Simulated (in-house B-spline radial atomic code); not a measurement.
**H: excited configurations**

Wanted: excitation energies of H as differences of total energies (ΔSCF).

The numbers are computed with in-house B-spline radial atomic code version 1 (non-relativistic PBE0, spin-polarised, spherical density, exact exchange averaged over the configuration, point nucleus, basis-set limit), except any that are marked as measured or tabulated.

### Step 1. The atom as given

- element: hydrogen (Z = 1)
- charge: 0
- electrons: 1
- configuration: 1s1
- Hamiltonian: non-relativistic
- nucleus: point

Where spins are not typed, each open shell is filled with up spins first.

### Step 2. The reference configuration

The run's settings:

```ini
Z = 1
electrons = 1.0
configuration = 1s1
hamiltonian = nr
method = pbe0
spin_polarised = True
exact_exchange = averaged over the configuration
```

The run is started by

```sh
python run_scf.py task.json out
```

The settings of every run stand in task.json; they run in order.

### Step 3. 2s1

The settings differ from step 2 so:

```diff
@@ -2,3 +2,3 @@
 electrons = 1.0
-configuration = 1s1
+configuration = 2s1
 hamiltonian = nr
```

### Step 4. 2p1

The settings differ from step 3 so:

```diff
@@ -2,3 +2,3 @@
 electrons = 1.0
-configuration = 2s1
+configuration = 2p1
 hamiltonian = nr
```

Before running: How far above the reference does each configuration lie (order and size, in eV)?

As calculated:

| net move | configuration | 2|M_S|+1 | energy above the reference (eV) | largest <r> (bohr) |
| --- | --- | --- | --- | --- |
| 1s → 2s | 2s1 | 2 | 9.978 | 5.70 |
| 1s → 2p | 2p1 | 2 | 10.134 | 4.96 |

What this shows: The energies run from 9.978 eV (1s → 2s) to 10.134 eV (1s → 2p). These are spherical averages at the typed spins, not spectroscopic levels.
